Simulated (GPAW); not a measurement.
Runs of GPAW 26.7.0 on PtSe. The structure is cubic, space group Fm-3m (No. 225). Conventional cell: a = 5.597 Å, b = 5.597 Å, c = 5.597 Å, α = 90.00°, β = 90.00°, γ = 90.00°. Pt (site symmetry m-3m) is surrounded by 6 Se at 2.80 Å. Se (site symmetry m-3m) is surrounded by 6 Pt at 2.80 Å. The cell comes from a database or a generator and needn't be the stable form of this composition.

```tsv
level	gap on the mesh (eV)	pressure (GPa)	relaxed volume (Å³/atom)
BLYP+D3(BJ)	none	-0.1	18.20
BLYP	none	0.0	(a)
BLYP+D3(op)	none	-0.1	18.64
BLYP+D3M(BJ)	none	-0.1	18.19
BLYP+D3	none	0.0	(b)
BLYP+D3(BJ)+ATM	none	-0.1	18.32
```

Alike in all rows: task relaxation of cell and atoms; potentials or basis PAW data sets generated in the run's folder for this functional, pw; no spin polarisation; cell relaxed; k mesh 8 × 8 × 8; cutoff (eV) 600; smearing fermi-dirac 0.05 eV.

**Question.** Fill in the values left out.

**Answer.** (a) 19.84; (b) 18.86.

Caveats: later steps reuse the first step's grids; pairwise dispersion overbinds metals, which lowers pressure and volume (some runs); the volume moved by over 15 % at a fixed basis, so the end points are rough (some runs).

A k mesh can miss the band edges, and the runs leave out spin-orbit coupling on Pt, Se.

A gap of «none» marks a metal or a gap under the smearing width.

Not every run made on this cell is shown here.
